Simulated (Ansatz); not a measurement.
# Cl₂H₃NOTi: up Jacob's ladder to CCSD(T)

One table from this session's results is given with a row withheld; the runs are named, their logs left out.

Computed with Ansatz 0.2.0, Gaussian basis. Level: functionals in def2-TZVPP, the program's frozen cores in correlated methods.

Levels to be run: LDA (SPW92), PBE-D4, revPBE-D4, BLYP-D4, r2SCAN-D4, B97M-V, PBE0-D4, B3LYP-D4, r2SCANh-D4, r2SCAN0-D4, HSE06-D4, BHLYP-D4, CAM-B3LYP-D4, LC-ωPBE, ωB97X-V, ωB97M-V, B2PLYP, PBE-QIDH; CCSD(T)/def2-SVP; CCSD(T)/def2-TZVPP; MP2/def2-QZVPP; extrapolation to the limit; RPA on PBE.

## Structure used throughout

The geometry comes from an earlier relaxation with PBE0-D4 in a triple-zeta def2 set; it is a stationary point, not always the lowest conformer.

SMILES `[NH2][Ti]([OH])([Cl])[Cl]`, 8 atoms, charge 0, spin multiplicity 1.

Atoms are counted from 1 here; the program's logs count them from 0.

Bond lengths: N1–Ti2 1.848 Å, N1–H6 1.011 Å, N1–H7 1.011 Å, Ti2–O3 1.757 Å, Ti2–Cl4 2.208 Å, Ti2–Cl5 2.208 Å, O3–H8 0.957 Å. Angles: Ti2–N1–H6 124.1°, Ti2–N1–H7 124.5°, H6–N1–H7 111.4°, N1–Ti2–O3 106.2°, N1–Ti2–Cl4 109.6°, N1–Ti2–Cl5 109.6°, O3–Ti2–Cl4 111.8°, O3–Ti2–Cl5 111.8°, Cl4–Ti2–Cl5 107.9°, Ti2–O3–H8 145.6°.

Geometry (Å):

```xyz
8
charge 0, multiplicity 1
N    -0.6746    1.0104    0.7291
Ti    0.0752   -0.1876   -0.4619
O     1.0955   -1.2521    0.4927
Cl   -1.5256   -1.2989   -1.5001
Cl    1.2368    0.9108   -1.9850
H    -0.4966    1.0074    1.7239
H    -1.3126    1.7515    0.4712
H     1.6941   -1.9987    0.4743
```

The first run:

The input, in.yaml:

```yaml
crystal:
  periodic: [false, false, false]
  atoms:
    - {symbol: N, position_ang: [-0.674583, 1.010436, 0.729079]}
    - {symbol: Ti, position_ang: [0.075225, -0.187587, -0.461927]}
    - {symbol: O, position_ang: [1.095534, -1.252144, 0.492694]}
    - {symbol: Cl, position_ang: [-1.525634, -1.298850, -1.500095]}
    - {symbol: Cl, position_ang: [1.236754, 0.910832, -1.985020]}
    - {symbol: H, position_ang: [-0.496643, 1.007405, 1.723889]}
    - {symbol: H, position_ang: [-1.312607, 1.751453, 0.471238]}
    - {symbol: H, position_ang: [1.694053, -1.998744, 0.474342]}
basis:
  gaussian: {orbitals: def2-TZVPP}
hamiltonian: {xc: lda}
output: {orbitals: {seedname: orbitals}}
```

Among the steps run: LDA; PBE-D4 (GGA); revPBE-D4 (GGA); BLYP-D4 (GGA); r2SCAN-D4 (meta-GGA); B97M-V (meta-GGA); PBE0-D4 (hybrid); B3LYP-D4 (hybrid); r2SCANh-D4 (hybrid); r2SCAN0-D4 (hybrid); HSE06-D4 (hybrid); BHLYP-D4 (hybrid); CAM-B3LYP-D4 (range-separated); LC-ωPBE-D4 (range-separated; the results give it without D4); ωB97X-V (range-separated); ωB97M-V (range-separated); B2PLYP (double hybrid); PBE-QIDH (double hybrid).

One table of the session follows, with a row left open; its other results are not shown here.

It belongs to the step «Orbital energies across the functionals». 

| functional | HOMO (eV) | LUMO (eV) | gap (eV) |
| --- | --- | --- | --- |
| LDA (SPW92) | -6.91 | -3.69 | 3.22 |
| PBE-D4 | -6.74 | -3.47 | 3.26 |
| revPBE-D4 | -6.67 | -3.40 | 3.28 |
| BLYP-D4 | -6.59 | -3.36 | 3.23 |
| r2SCAN-D4 | -7.06 | -3.42 | 3.64 |
| B97M-V | -7.11 | -3.42 | 3.70 |
| PBE0-D4 | -8.11 | -2.52 | 5.59 |
| B3LYP-D4 | -7.85 | -2.78 | 5.07 |
| r2SCANh-D4 | -7.56 | -3.04 | 4.52 |
| r2SCAN0-D4 | ? | ? | ? |
| HSE06-D4 | -7.71 | -2.90 | 4.81 |
| BHLYP-D4 | -9.36 | -1.38 | 7.98 |
| CAM-B3LYP-D4 | -9.48 | -1.42 | 8.05 |
| LC-ωPBE | -10.88 | -0.33 | 10.55 |
| ωB97X-V | -10.49 | -0.33 | 10.17 |
| ωB97M-V | -10.36 | -0.31 | 10.05 |

**Question.** Estimate the row for r2SCAN0-D4.

Worked estimate for «HOMO (eV)». Against the share of exact exchange, r2SCAN-D4 (0, -7.06), r2SCANh-D4 (0.1, -7.56) give a slope of -5.00 per unit share; at 0.25 the line stands at -8.31.

As computed: HOMO (eV): -8.33; LUMO (eV): -2.46; gap (eV): 5.87. In «HOMO (eV)» the line misses by +0.02.
